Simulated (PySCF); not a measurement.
# C4H6BCl: the cost of one run

Computed with PySCF 2.14.0, with density-fitted response routines of our own, on a single molecule in the gas phase. Atoms are numbered from 0 throughout.

**1. The molecule as given**

12 atoms, charge 0, multiplicity 1; geometry from: GFN2-xTB.

Bonds of the start (Å): C0–C1 1.50, C1–C2 1.29, C2–C3 1.31, C3–B4 1.54, B4–Cl5 1.70, C0–H6 1.09, C0–H7 1.09, C0–H8 1.09, C1–H9 1.08, C3–H10 1.09, B4–H11 1.17.

**2. Ultraviolet spectrum: PBE0/def2-SVPD**

What the job is given:

```
{"job": {"kind": "uv", "xc": "PBE0", "basis": "def2-SVPD", "nstates": 8, "ntriplets": 3}, "charge": 0, "multiplicity": 1}
C     -1.637458    -1.250743    -0.759070
C     -1.175297     0.145330    -0.459824
C      0.056181     0.487852    -0.263309
C      1.302628     0.821471    -0.028300
B      1.923312     0.807752     1.378755
Cl     3.549108     1.273901     1.581382
H     -0.797698    -1.939750    -0.778998
H     -2.140872    -1.276856    -1.724845
H     -2.346014    -1.577183     0.001041
H     -1.950412     0.900588    -0.419118
H      1.905176     1.123868    -0.879932
H      1.312545     0.483083     2.326190
```

Level: TDDFT PBE0/def2-SVPD, vertical, gas phase, core orbitals frozen in the response.

Launch:

```bash
$ OMP_NUM_THREADS=1 python probes_run.py task.json out
```

One launch serves the whole session: the jobs run in the order shown.

Q: Estimate the wall time and peak memory of this first job on 1 thread of Arm Neoverse V1, shared host.

About 40 s, with a peak of 0.7 GiB.
